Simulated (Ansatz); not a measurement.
# CH3ClF2Si (SMILES C[Si](F)(F)Cl) at CCSD(T)/def2-SVP

What is the vertical ionisation energy of CH3ClF2Si at CCSD(T)/def2-SVP? 

The calculation is run with Ansatz 0.2.0.

126 further runs of the same task are left out: 126 set aside as unsound or not needed.

## 1. Starting point

The species is CH3ClF2Si (8 atoms), meant as a singlet with charge 0. As SMILES, `C[Si](F)(F)Cl`. Geometry: relaxed at PBE0-D4/def2-TZVP.

Bond lengths: C1–Si2 1.832 Å, Si2–F3 1.582 Å, Si2–F4 1.582 Å, Si2–Cl5 2.029 Å, C1–H6 1.092 Å, C1–H7 1.092 Å, C1–H8 1.091 Å. Some angles: C1–Si2–F3 111.0°, C1–Si2–F4 111.0°, C1–Si2–Cl5 112.6°, F3–Si2–F4 106.6°, F3–Si2–Cl5 107.7°, F4–Si2–Cl5 107.8°, Si2–C1–H6 110.1°, Si2–C1–H7 110.4°, Si2–C1–H8 110.4°, H6–C1–H7 108.6°.

## 2. A single-point energy at CCSD(T)/def2-SVP

Contents of molecule.yaml:

```yaml
crystal:
  periodic: [false, false, false]
  atoms:
    - {symbol: C, position_ang: [-0.808500, -0.299000, 0.512200]}
    - {symbol: Si, position_ang: [0.690600, 0.151400, -0.439200]}
    - {symbol: F, position_ang: [1.987000, -0.472300, 0.219100]}
    - {symbol: F, position_ang: [0.616200, -0.415600, -1.914200]}
    - {symbol: Cl, position_ang: [0.963100, 2.158500, -0.560900]}
    - {symbol: H, position_ang: [-0.917100, -1.385400, 0.549800]}
    - {symbol: H, position_ang: [-0.740200, 0.080400, 1.533400]}
    - {symbol: H, position_ang: [-1.698800, 0.124800, 0.044100]}
basis:
  gaussian: {orbitals: def2-SVP}
correlation: {method: ccsd_t, frozen_orbitals: {C: 1, Cl: 5, F: 1, H: 0, Si: 5}}
accuracy: high
scf: {omitted_lower_state_checks: [cluster_reference, increment]}
```

On the command line:

```bash
$ ansatz run molecule.yaml --threads 1 --pin off --max-ram 3480MiB --events-out events.jsonl --progress --plain --runs-dir runs
```

Log, shortened:

```text
Warning: RAYON_NUM_THREADS=1 ignored (pool sized by the plan → 1); use --threads N
Functional definition: HF
  name "HF"
[...]
1970 factors; integrals over basis functions are off by at most 2.4e-8 eV
[...]
mean field -26849.42200433 eV, -986.6980594671 hartree, gradient 6.5e-9 eV, S^2 0.000000; 0 other end points of the search recorded, 0 dependent functions left out
13 core orbitals not correlated: weight in the atoms' cores, before any rotation towards them, 1.000 or more for the frozen orbitals, at most 0.000 for the correlated occupied ones
reference -26849.42200433 eV, -986.6980594671 hartree; 16, 16 occupied and 64, 64 virtual orbitals, 1970 factors
second order -20.00980612 eV of doubles, -0.00000000 eV of singles
cycle   1  -20.47915471 eV  change   -4.7e-1 eV  update   9.0e-2
[...]
cycle  18  -20.95602223 eV  change   -1.3e-9 eV  update   1.7e-9
perturbative correction -0.39682661 eV, -0.0145831090 hartree
Total energy: -26870.77485317 eV, -987.4827621886 hartree
Checks for a lower state left out: cluster_reference, increment
```

Run time: 23 s. Hardware: 1 thread of Arm Neoverse V2, shared host; peak memory 0.56 GiB.

## 3. The doublet cation at the same level

Contents of in.yaml:

```yaml
crystal:
  periodic: [false, false, false]
  atoms:
    - {symbol: C, position_ang: [-0.808500, -0.299000, 0.512200]}
    - {symbol: Si, position_ang: [0.690600, 0.151400, -0.439200]}
    - {symbol: F, position_ang: [1.987000, -0.472300, 0.219100]}
    - {symbol: F, position_ang: [0.616200, -0.415600, -1.914200]}
    - {symbol: Cl, position_ang: [0.963100, 2.158500, -0.560900]}
    - {symbol: H, position_ang: [-0.917100, -1.385400, 0.549800]}
    - {symbol: H, position_ang: [-0.740200, 0.080400, 1.533400]}
    - {symbol: H, position_ang: [-1.698800, 0.124800, 0.044100]}
basis:
  gaussian:
    orbitals: def2-SVP
total_charge: 1
magnetization:
  spin_polarized: true
  initial_magnetization: 1
correlation:
  method: ccsd_t
  frozen_orbitals: {C: 1, Cl: 5, F: 1, H: 0, Si: 5}
accuracy: high
scf:
  omitted_lower_state_checks: [cluster_reference, increment]
```

On the command line:

```bash
$ ansatz run in.yaml --threads 1 --pin off --max-ram 3480MiB --events-out events.jsonl --progress --plain --runs-dir runs
```

Log, shortened:

```text
Warning: RAYON_NUM_THREADS=1 ignored (pool sized by the plan → 1); use --threads N
[... 2 set-up lines as earlier in the session ...]
[...]
1969 factors; integrals over basis functions are off by at most 2.4e-8 eV
[...]
mean field -26837.76589559 eV, -986.2697053718 hartree, gradient 2.0e-8 eV, S^2 0.758148; 7 other end points of the search recorded, 0 dependent functions left out
13 core orbitals not correlated: weight in the atoms' cores, before any rotation towards them, 1.000 or more for the frozen orbitals, at most 0.000 for the correlated occupied ones
reference -26837.76589559 eV, -986.2697053718 hartree; 16, 15 occupied and 64, 65 virtual orbitals, 1969 factors
second order -19.43015187 eV of doubles, -0.00000000 eV of singles
cycle   1  -19.94448031 eV  change   -5.1e-1 eV  update   1.1e-1
[...]
cycle  38  -20.55950520 eV  change    1.2e-9 eV  update   2.8e-9
perturbative correction -0.43923055 eV, -0.0161414251 hartree
Total energy: -26858.76463134 eV, -987.0413946773 hartree
Checks for a lower state left out: cluster_reference, increment
```

It took 2.3 min on 1 thread of Arm Neoverse V2, shared host; peak memory 1.2 GiB.

## 4. Outcome

Level: CCSD(T)/def2-SVP, 13 core orbitals frozen.

| quantity | value |
| --- | --- |
| singlet CH3ClF2Si: total energy | -987.48276 Eh |
| singlet CH3ClF2Si: correlation energy (13 core orbitals frozen) | -784.7 mEh |
| singlet CH3ClF2Si: (T) correction | -14.58 mEh |
| singlet CH3ClF2Si: T1 diagnostic | 0.010 |
| doublet cation: total energy | -987.04139 Eh |
| doublet cation: correlation energy (13 core orbitals frozen) | -771.7 mEh |
| doublet cation: (T) correction | -16.14 mEh |
| doublet cation: ⟨S²⟩ of the reference determinant | 0.758 |
| doublet cation: T1 diagnostic | 0.037 |
| vertical ionisation energy (to the doublet cation) | 12.010 eV |

What this shows: Removing an electron at fixed nuclei costs 12.01 eV (1159 kJ/mol). The triples (singlet CH3ClF2Si) make up 1.9 % of the correlation energy. The triples (doublet cation) make up 2.1 % of the correlation energy.
